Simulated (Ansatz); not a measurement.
**BrGeH₃O (SMILES [OH][GeH2][Br]): single points off equilibrium**

One table from this session's results is given with a row withheld; the runs are named, their logs left out.

Computed with Ansatz 0.2.0, Gaussian basis. Level: single points in def2-TZVPP.

Cores are frozen in the correlated methods. Filled d shells of the heavier atoms are correlated.

### Where the work starts

SMILES `[OH][GeH2][Br]`, 6 atoms, charge 0, spin multiplicity 1.

Atoms are counted from 1 here; the program's logs count them from 0.

Bond lengths: O1–Ge2 1.719 Å, O1–H4 0.915 Å, Ge2–Br3 2.259 Å, Ge2–H5 1.501 Å, Ge2–H6 1.445 Å. Angles: Ge2–O1–H4 122.1°, O1–Ge2–Br3 110.7°, O1–Ge2–H5 114.3°, O1–Ge2–H6 100.9°, Br3–Ge2–H5 110.9°, Br3–Ge2–H6 109.7°, H5–Ge2–H6 109.8°.

As a file:

```xyz
6

O    -0.5239   -1.2651    0.0965
Ge    0.3401    0.2205    0.0907
Br   -1.0802    1.9690   -0.0721
H    -1.0989   -1.4960   -0.5761
H     1.4165    0.3061   -0.9518
H     0.9350    0.1963    1.4073
```

The first run:

Input file run/in.yaml:

```yaml
crystal:
  periodic: [false, false, false]
  atoms:
    - {symbol: O, position_ang: [-0.523900, -1.265100, 0.096500]}
    - {symbol: Ge, position_ang: [0.340100, 0.220500, 0.090700]}
    - {symbol: Br, position_ang: [-1.080200, 1.969000, -0.072100]}
    - {symbol: H, position_ang: [-1.098900, -1.496000, -0.576100]}
    - {symbol: H, position_ang: [1.416500, 0.306100, -0.951800]}
    - {symbol: H, position_ang: [0.935000, 0.196300, 1.407300]}
basis:
  gaussian: {orbitals: def2-TZVPP}
correlation: {method: ccsd_t}
output: {forces: true}
```

No record of the launch command was kept for these runs.

Steps of the session up to this table: CCSD(T)/def2-TZVPP; PBE0-D4/def2-TZVPP; wB97M-V/def2-TZVPP; r2SCAN-D4/def2-TZVPP; PBE-D4/def2-TZVPP; BHLYP-D4/def2-TZVPP; LC-wPBE/def2-TZVPP.

One of the session's tables, all rows but one given; the rest of the session is left out.

```
   method  RMS force component (eV/Å)  angle to CCSD(T) forces (°)  dipole (D)
  CCSD(T)                       0.947                    reference        1.33
  PBE0-D4                       0.948                          3.9        1.35
  wB97M-V                           ?                            ?           ?
r2SCAN-D4                       0.974                          1.9        1.35
   PBE-D4                       1.153                          5.0        1.30
 BHLYP-D4                       0.788                          8.4        1.39
  LC-wPBE                       0.911                          6.3        1.41
```

Estimate the missing values for wB97M-V.

**Answer.** RMS force component (eV/Å): 0.943; angle to CCSD(T) forces (°): 2.0; dipole (D): 1.37. In the column «RMS force component (eV/Å)» it lies between LC-wPBE (0.911) and CCSD(T) (0.947).
